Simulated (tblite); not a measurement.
# Ge30H16: the cost of one run

Computed with tblite 0.8.0 and PySCF 2.14.0 and routines of our own; the level stands in each step. Atoms count from 0.

## (1) The starting structure

46 atoms, charge 0, multiplicity 1; geometry from: force field, distance geometry or constructed start.

## (2) Relaxing the molecule with GFN2-xTB

Job settings and geometry (Å):

```
{"job": {"kind": "relax", "xc": "GFN2-xTB", "basis": "xTB"}, "charge": 0, "multiplicity": 1}
Ge     2.016200    -2.324300    -0.341600
Ge    -0.003200    -1.158600     0.333100
Ge    -2.006100    -2.324800    -0.339000
Ge    -2.012000    -4.640600     0.333800
Ge    -0.001000    -5.807400    -0.336600
Ge     2.008000    -4.645500     0.337400
Ge     0.000100     8.130400    -0.343300
Ge    -2.007900     9.292700     0.341500
Ge    -4.020000     8.126600    -0.340400
Ge    -4.025500     5.805400     0.341600
Ge    -2.013400     4.643800    -0.342100
Ge    -0.002500     5.804200     0.340000
Ge    -4.026100    -5.805500    -0.335000
Ge    -4.020500    -8.129300     0.337300
Ge    -2.013500    -9.284900    -0.339800
Ge    -0.001900    -8.128100     0.346300
Ge     4.023100     8.130600    -0.339100
Ge     2.010200     9.286600     0.339000
Ge     2.010700     4.646800    -0.337500
Ge     4.025500     5.807100     0.342700
Ge     4.020400     1.165000    -0.338500
Ge     2.010400     2.324000     0.339800
Ge     0.003400     1.165800    -0.333400
Ge     4.018500    -1.165500     0.338500
Ge    -2.010800     2.325100     0.340900
Ge     4.016600    -5.807100    -0.337500
Ge     2.012000    -9.287700    -0.340700
Ge     4.022100    -8.128100     0.341200
Ge    -4.022100     1.161600    -0.342000
Ge    -4.021600    -1.160800     0.343400
H     -2.007700    10.759000    -0.091000
H     -5.296200     8.864200     0.090100
H     -5.295300     5.072200    -0.091800
H     -5.292200    -5.073400     0.093600
H     -5.293100    -8.861100    -0.093200
H     -2.010800   -10.756200     0.087000
H      5.293500     8.863000     0.085800
H      2.012200    10.760900    -0.092500
H      5.295400     5.068200    -0.090000
H      5.289500     1.898800     0.091100
H      5.294200    -1.897700    -0.086100
H      5.300200    -5.077700     0.093600
H      2.016200   -10.757400     0.086300
H      5.296900    -8.863400    -0.091700
H     -5.298000     1.897100     0.092300
H     -5.296200    -1.893800    -0.093300
```

Launch:

```
$ OMP_NUM_THREADS=4 python large_run.py task.json out
```

One launch serves the whole session: the jobs run in the order shown.

Q: Estimate the wall time and peak memory of this first job on 4 threads of Arm Neoverse N1, shared host.

About 22 s, with a peak of 0.17 GiB.
